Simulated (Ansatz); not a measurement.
Run this with Ansatz's Python interface and show what comes out.

Script `md_c2h5nsi.py`:
```python
"""A short Born-Oppenheimer trajectory of C2H5NSi."""

import ansatz as az
from ase import Atoms
import numpy as np

atoms = Atoms(["C", "C", "N", "Si", "H", "H", "H", "H", "H"], positions=[
    (-0.0623, 1.2453, -1.0394),
    (-0.0465, 0.3336, -0.152),
    (0.6466, -0.0274, 0.8976),
    (-0.509, -1.1383, 0.5307),
    (-0.8566, 1.2755, -1.8539),
    (0.5811, 2.1415, -1.0216),
    (1.6242, -0.361, 0.6366),
    (0.181, -2.3876, 0.2256),
    (-1.4699, -1.1279, 1.7592),
])
c2h5nsi = az.Crystal.molecule_from_ase(atoms)

setup = (
    c2h5nsi.calculation()
    .basis(gaussian="6-31G")
    .functional("pbe")
)
symbols = [site.symbol for site in c2h5nsi.cartesian_sites]
start = np.array([site.position_ang for site in c2h5nsi.cartesian_sites], dtype=float)
r = setup.relax(force_tolerance=0.02).run(threads=1).report
end = np.array(r["positions_ang"])
minimum = az.Crystal.molecule()
for symbol, place in zip(symbols, end):
    minimum = minimum.atom(symbol, place.tolist())

# dynamics from the relaxed geometry
setup = (
    minimum.calculation()
    .basis(gaussian="6-31G")
    .functional("pbe")
    .md("nvt_langevin", timestep=0.25, steps=20, temperature=800, initial_velocities="maxwell_boltzmann", seed=93, friction=0.01)
)
frames = []
outcome = setup.session().plan().execute(on_event=lambda e: frames.append(e["data"]) if e["event"] == "md_step" else None)
print("t (fs)   E_pot (eV)      E_kin (eV)   T (K)   d(0-1) (A)")
for f in frames[::3]:
    xyz = np.array(f["positions_ang"])
    print(f"{f['time_fs']:6.2f} {f['lagrangian_ev']:14.5f} {f['e_kin_ev']:10.5f} {f['temperature_k']:8.1f} {np.linalg.norm(xyz[0] - xyz[1]):9.4f}")
print("mean temperature", round(float(np.mean([f["temperature_k"] for f in frames])), 1), "K")
```

```console
$ python md_c2h5nsi.py
t (fs)   E_pot (eV)      E_kin (eV)   T (K)   d(0-1) (A)
  0.00   -11509.86100    0.82726    711.1    1.3439
  0.75   -11509.84472    0.81907    704.1    1.3434
  1.50   -11509.80421    0.73835    634.7    1.3410
  2.25   -11509.74663    0.71747    616.7    1.3378
  3.00   -11509.68343    0.61160    525.7    1.3358
  3.75   -11509.62281    0.56466    485.4    1.3351
  4.50   -11509.56810    0.52587    452.0    1.3371
mean temperature 578.7 K
```

Reading the output:
- Total energies depend on the basis set; only differences at equal settings carry meaning.
- The trajectory is only some femtoseconds long, so its temperature is not equilibrated; where the script doesn't relax first, it starts from a rough generated geometry.
- The printed temperature counts all 3N degrees of freedom under Langevin dynamics, so the first row lies under the target.
- The whole script took 70 s on 1 thread of Arm Neoverse V2, with other jobs on the host, peak memory 0.21 GiB.
